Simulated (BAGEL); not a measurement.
# One shape, several levels: doublet [GaHCl2]+

We compute a comparison of 4 runs (UHF/STO-3G, UHF/3-21G, ROHF/cc-pVDZ, UHF/cc-pVDZ) of doublet [GaHCl2]+. 

The calculation is run with BAGEL 1.2.2.

1 further run of the same task is left out (it didn't finish).

## 1. The molecule

[GaHCl2]+ has 4 atoms, charge +1, and is taken as a doublet. SMILES of the parent species: `[Cl][GaH][Cl]`. Geometry: relaxed at PBE0-D4/def2-TZVP. That shape belongs to the parent species and isn't relaxed for this state.

Bond lengths: Cl1–Ga2 2.128 Å, Ga2–Cl3 2.128 Å, Ga2–H4 1.545 Å. Angles: Cl1–Ga2–Cl3 115.1°, Cl1–Ga2–H4 122.4°, Cl3–Ga2–H4 122.4°.

## 2. A single-point energy at UHF/STO-3G (density fitting with qzvpp-jkfit) (run 1)

File input.json:

```json
{ "bagel": [

{
  "title": "molecule",
  "basis": "sto-3g",
  "df_basis": "qzvpp-jkfit",
  "angstrom": "true",
  "geometry": [
    { "atom": "Cl", "xyz": [      -1.941100,      -0.099200,      -0.563400 ] },
    { "atom": "Ga", "xyz": [       0.104300,       0.143900,      -0.029400 ] },
    { "atom": "Cl", "xyz": [       1.031000,      -1.579900,       0.805800 ] },
    { "atom": "H", "xyz": [       0.861300,       1.474900,      -0.233300 ] }
  ]
},

{
  "title": "uhf",
  "charge": 1,
  "nopen": 1
},

{
  "title": "print",
  "file": "orbitals.molden",
  "orbitals": "true"
}

]}
```

Run with:

```console
BAGEL_NUM_THREADS=1 BAGEL input.json > input.out
```

Standard output:

```text
* using 1 threads per process

  ===============================================================
  ===============================================================

  *** Geometry ***

  { "atom" : "Cl", "xyz" : [     -3.668147,     -0.187461,     -1.064672 ] },
  { "atom" : "Ga", "xyz" : [      0.197098,      0.271932,     -0.055558 ] },
  { "atom" : "Cl", "xyz" : [      1.948308,     -2.985578,      1.522741 ] },
  { "atom" : "H", "xyz" : [      1.627621,      2.787157,     -0.440873 ] },

  Number of auxiliary basis functions:      540

  Since a DF basis is specified, we compute 2- and 3-index integrals:
    o Being stored without compression. Storage requirement is 0.006 GB

  Number of basis functions:       37
  Number of electrons      :       66

    * METHOD: MOLECULE                             0.23

  *** Open-shell HF ***

  === Nuclear Repulsion ===
   320.8837562877

      * DIIS with orbital gradients will be used.

  === UHF iteration (sto-3g) ===
      0      -2810.22992459          0.04450115           0.10
      1      -2810.48975004          0.01527962           0.10
      2      -2810.53591081          0.00594262           0.10
      3      -2810.54320798          0.00224659           0.10
      4      -2810.54571177          0.00059751           0.10
      5      -2810.54580326          0.00030875           0.10
      6      -2810.54583755          0.00024496           0.10
      7      -2810.54586430          0.00024034           0.10
      8      -2810.54592699          0.00023321           0.10
      9      -2810.54636203          0.00017945           0.10
     10      -2810.54662644          0.00014268           0.10
     11      -2810.54670265          0.00009448           0.10
     12      -2810.54675183          0.00021229           0.10
     13      -2810.54677410          0.00008898           0.10
     14      -2810.54677824          0.00000341           0.10
     15      -2810.54677830          0.00000087           0.10
     16      -2810.54677832          0.00000043           0.10
     17      -2810.54677833          0.00000023           0.10
     18      -2810.54677833          0.00000021           0.10
     19      -2810.54677833          0.00000019           0.10
     20      -2810.54677833          0.00000010           0.10
     21      -2810.54677833          0.00000005           0.10
     22      -2810.54677833          0.00000001           0.10
    * SCF iteration converged.

    * S^2 (UHF) is 0.7506

    * Permanent dipole moment:
           (   -0.673187,    -1.183558,     0.181218) a.u.

    * METHOD: UHF                                  2.42

    * METHOD: PRINT                                0.00

  ===============================================================
```

Run time: 2.8 s. Hardware: 1 thread of Arm Neoverse V1, shared host; peak memory 0.083 GiB.

## 3. A single-point energy at UHF/3-21G (density fitting with qzvpp-jkfit) (run 2)

File input.json:

```json
{ "bagel" : [

{
  "title" : "molecule",
  "basis" : "3-21g",
  "df_basis" : "qzvpp-jkfit",
  "angstrom" : true,
  "geometry" : [
    { "atom" : "Cl", "xyz" : [      -1.941100,      -0.099200,      -0.563400 ] },
    { "atom" : "Ga", "xyz" : [       0.104300,       0.143900,      -0.029400 ] },
    { "atom" : "Cl", "xyz" : [       1.031000,      -1.579900,       0.805800 ] },
    { "atom" : "H", "xyz" : [       0.861300,       1.474900,      -0.233300 ] }
  ]
},

{
  "title" : "uhf",
  "charge" : 1,
  "nopen" : 1
},

{
  "title" : "print",
  "file" : "orbitals.molden",
  "orbitals" : true
}

]}
```

Run with:

```console
BAGEL_NUM_THREADS=1 BAGEL input.json > input.out
```

Standard output:

```text
* using 1 threads per process

  ===============================================================
  ===============================================================

  *** Geometry ***

  { "atom" : "Cl", "xyz" : [     -3.668147,     -0.187461,     -1.064672 ] },
  { "atom" : "Ga", "xyz" : [      0.197098,      0.271932,     -0.055558 ] },
  { "atom" : "Cl", "xyz" : [      1.948308,     -2.985578,      1.522741 ] },
  { "atom" : "H", "xyz" : [      1.627621,      2.787157,     -0.440873 ] },

  Number of auxiliary basis functions:      540

  Since a DF basis is specified, we compute 2- and 3-index integrals:
    o Being stored without compression. Storage requirement is 0.011 GB

  Number of basis functions:       50
  Number of electrons      :       66

    * METHOD: MOLECULE                             0.23

  *** Open-shell HF ***

  === Nuclear Repulsion ===
   320.8837562877

      * DIIS with orbital gradients will be used.

  === UHF iteration (3-21g) ===
      0      -2828.58191273          0.02212561           0.14
      1      -2828.67103861          0.01102892           0.14
      2      -2828.68677654          0.00480750           0.14
      3      -2828.69101526          0.00089108           0.14
      4      -2828.69217074          0.00055608           0.14
      5      -2828.69261486          0.00036805           0.14
      6      -2828.69280628          0.00024195           0.14
      7      -2828.69296980          0.00008751           0.14
      8      -2828.69300055          0.00002931           0.14
      9      -2828.69300375          0.00000542           0.14
     10      -2828.69300378          0.00000452           0.14
     11      -2828.69300380          0.00000542           0.14
     12      -2828.69300378          0.00000470           0.14
     13      -2828.69300375          0.00000206           0.14
     14      -2828.69300375          0.00000118           0.14
     15      -2828.69300374          0.00000071           0.14
     16      -2828.69300374          0.00000051           0.14
     17      -2828.69300375          0.00000035           0.14
     18      -2828.69300375          0.00000025           0.14
     19      -2828.69300375          0.00000016           0.14
     20      -2828.69300375          0.00000007           0.14
     21      -2828.69300375          0.00000006           0.14
     22      -2828.69300375          0.00000005           0.14
     23      -2828.69300375          0.00000002           0.14
     24      -2828.69300375          0.00000001           0.14
     25      -2828.69300375          0.00000000           0.14
    * SCF iteration converged.

    * S^2 (UHF) is 0.8166

    * Permanent dipole moment:
           (   -0.632325,    -1.111579,     0.170176) a.u.

    * METHOD: UHF                                  3.83

    * METHOD: PRINT                                0.01

  ===============================================================
```

Run time: 4.5 s. Hardware: 1 thread of Arm Neoverse V1, shared host; peak memory 0.093 GiB.

## 4. A single-point energy at ROHF/cc-pVDZ (density fitting with qzvpp-jkfit) (run 3)

File calc.json:

```json
{ "bagel": [

{
  "title": "molecule",
  "basis": "cc-pvdz.json",
  "df_basis": "qzvpp-jkfit",
  "angstrom": true,
  "geometry": [
    { "atom": "Cl", "xyz": [   -1.941100,   -0.099200,   -0.563400 ] },
    { "atom": "Ga", "xyz": [    0.104300,    0.143900,   -0.029400 ] },
    { "atom": "Cl", "xyz": [    1.031000,   -1.579900,    0.805800 ] },
    { "atom": "H", "xyz": [    0.861300,    1.474900,   -0.233300 ] }
  ]
},
{
  "title": "rohf",
  "charge": 1,
  "nopen": 1
},
{
  "title": "print",
  "file": "orbitals.molden",
  "orbitals": true
}

]}
```

The basis set cc-pVDZ is read from a file made from the Basis Set Exchange's data (not shown).

Run with:

```console
BAGEL_NUM_THREADS=1 BAGEL calc.json > calc.out
```

Standard output:

```text
* using 1 threads per process

  ===============================================================
  ===============================================================

  *** Geometry ***

  { "atom" : "Cl", "xyz" : [     -3.668147,     -0.187461,     -1.064672 ] },
  { "atom" : "Ga", "xyz" : [      0.197098,      0.271932,     -0.055558 ] },
  { "atom" : "Cl", "xyz" : [      1.948308,     -2.985578,      1.522741 ] },
  { "atom" : "H", "xyz" : [      1.627621,      2.787157,     -0.440873 ] },

  Number of auxiliary basis functions:      540

  Since a DF basis is specified, we compute 2- and 3-index integrals:
    o Being stored without compression. Storage requirement is 0.020 GB

  Number of basis functions:       68
  Number of electrons      :       66

    * METHOD: MOLECULE                             0.29

  *** Open-shell HF ***

  === Nuclear Repulsion ===
   320.8837562877

      * DIIS with orbital gradients will be used.

  === ROHF iteration (cc-pvdz.json) ===
      0      -2842.37717109          0.01987068           0.20
      1      -2842.45434404          0.01199943           0.20
      2      -2842.47211091          0.00644803           0.20
      3      -2842.48030754          0.00078299           0.20
      4      -2842.48043539          0.00033519           0.20
      5      -2842.48058189          0.00014032           0.20
      6      -2842.48060318          0.00011636           0.20
      7      -2842.48062368          0.00011983           0.20
      8      -2842.48057649          0.00012197           0.20
      9      -2842.48062018          0.00011964           0.20
     10      -2842.48062528          0.00012381           0.20
     11      -2842.48034317          0.00010354           0.20
     12      -2842.48018625          0.00007294           0.20
     13      -2842.48031549          0.00003691           0.20
     14      -2842.48040417          0.00001232           0.20
     15      -2842.48047424          0.00000513           0.20
[... 36 lines of this table left out ...]
     52      -2842.48047141          0.00000009           0.20
     53      -2842.48047134          0.00000008           0.20
     54      -2842.48047135          0.00000007           0.20
     55      -2842.48047131          0.00000006           0.20
     56      -2842.48047126          0.00000004           0.20
     57      -2842.48047134          0.00000003           0.20
     58      -2842.48047139          0.00000001           0.20
     59      -2842.48047143          0.00000001           0.20
    * SCF iteration converged.

    * S^2 (ROHF) is 0.7500

    * Permanent dipole moment:
           (   -0.762742,    -1.340582,     0.205208) a.u.

    * METHOD: ROHF                                12.25

    * METHOD: PRINT                                0.01

  ===============================================================
```

It took 13 s on 1 thread of Arm Neoverse V1, shared host; peak memory 0.12 GiB.

## 5. A single-point energy at UHF/cc-pVDZ (density fitting with qzvpp-jkfit) (run 4)

File input.json:

```json
{ "bagel" : [

{
  "title" : "molecule",
  "basis" : "cc-pvdz.json",
  "df_basis" : "qzvpp-jkfit",
  "angstrom" : true,
  "geometry" : [
    { "atom" : "Cl", "xyz" : [   -1.941100,   -0.099200,   -0.563400 ] },
    { "atom" : "Ga", "xyz" : [    0.104300,    0.143900,   -0.029400 ] },
    { "atom" : "Cl", "xyz" : [    1.031000,   -1.579900,    0.805800 ] },
    { "atom" : "H", "xyz" : [    0.861300,    1.474900,   -0.233300 ] }
  ]
},
{
  "title" : "uhf",
  "charge" : 1,
  "nopen" : 1
},
{
  "title" : "print",
  "file" : "orbitals.molden",
  "orbitals" : true
}

]}
```

The basis set cc-pVDZ is read from a file made from the Basis Set Exchange's data (not shown).

Run with:

```console
BAGEL_NUM_THREADS=1 BAGEL input.json > input.out
```

Standard output:

```text
* using 1 threads per process

  ===============================================================
  ===============================================================

  *** Geometry ***

  { "atom" : "Cl", "xyz" : [     -3.668147,     -0.187461,     -1.064672 ] },
  { "atom" : "Ga", "xyz" : [      0.197098,      0.271932,     -0.055558 ] },
  { "atom" : "Cl", "xyz" : [      1.948308,     -2.985578,      1.522741 ] },
  { "atom" : "H", "xyz" : [      1.627621,      2.787157,     -0.440873 ] },

  Number of auxiliary basis functions:      540

  Since a DF basis is specified, we compute 2- and 3-index integrals:
    o Being stored without compression. Storage requirement is 0.020 GB

  Number of basis functions:       68
  Number of electrons      :       66

    * METHOD: MOLECULE                             0.29

  *** Open-shell HF ***

  === Nuclear Repulsion ===
   320.8837562877

      * DIIS with orbital gradients will be used.

  === UHF iteration (cc-pvdz.json) ===
      0      -2842.37717109          0.01987068           0.20
      1      -2842.46471333          0.01140357           0.19
      2      -2842.48506610          0.00574381           0.20
      3      -2842.49171921          0.00072630           0.20
      4      -2842.49290769          0.00035187           0.20
      5      -2842.49321760          0.00020703           0.20
      6      -2842.49330135          0.00015753           0.20
      7      -2842.49333783          0.00013904           0.20
      8      -2842.49343319          0.00006992           0.20
      9      -2842.49345108          0.00003002           0.20
     10      -2842.49345312          0.00000906           0.20
     11      -2842.49345323          0.00000649           0.20
     12      -2842.49345331          0.00000664           0.20
     13      -2842.49345332          0.00000689           0.19
     14      -2842.49345319          0.00000441           0.19
     15      -2842.49345316          0.00000375           0.19
[... 24 lines of this table left out ...]
     40      -2842.49345319          0.00000006           0.20
     41      -2842.49345319          0.00000006           0.19
     42      -2842.49345319          0.00000006           0.20
     43      -2842.49345319          0.00000006           0.20
     44      -2842.49345319          0.00000005           0.20
     45      -2842.49345319          0.00000005           0.20
     46      -2842.49345319          0.00000003           0.20
     47      -2842.49345319          0.00000001           0.20
    * SCF iteration converged.

    * S^2 (UHF) is 0.8214

    * Permanent dipole moment:
           (   -0.563053,    -0.989767,     0.151525) a.u.

    * METHOD: UHF                                  9.70

    * METHOD: PRINT                                0.01

  ===============================================================
```

Run time: 10 s. Hardware: 1 thread of Arm Neoverse V1, shared host; peak memory 0.12 GiB.

## 6. The series

| run | level | energy (Eh) | ⟨S²⟩ | wall time |
| --- | --- | --- | --- | --- |
| 1 | UHF/STO-3G (density fitting with qzvpp-jkfit) | -2810.546778 | 0.751 | 2.8 s |
| 2 | UHF/3-21G (density fitting with qzvpp-jkfit) | -2828.693004 | 0.817 | 4.5 s |
| 3 | ROHF/cc-pVDZ (density fitting with qzvpp-jkfit) | -2842.480471 | 0.750 | 13 s |
| 4 | UHF/cc-pVDZ (density fitting with qzvpp-jkfit) | -2842.493453 | 0.821 | 10 s |

## 7. What came out

| quantity | value |
| --- | --- |
| run 4: total energy | -2842.49345 Eh |
| run 4: ⟨S²⟩ | 0.821 |

**Reading.** In run 1 the basis is minimal, so the values are rough. All runs together took 30 s, the longest 13 s.
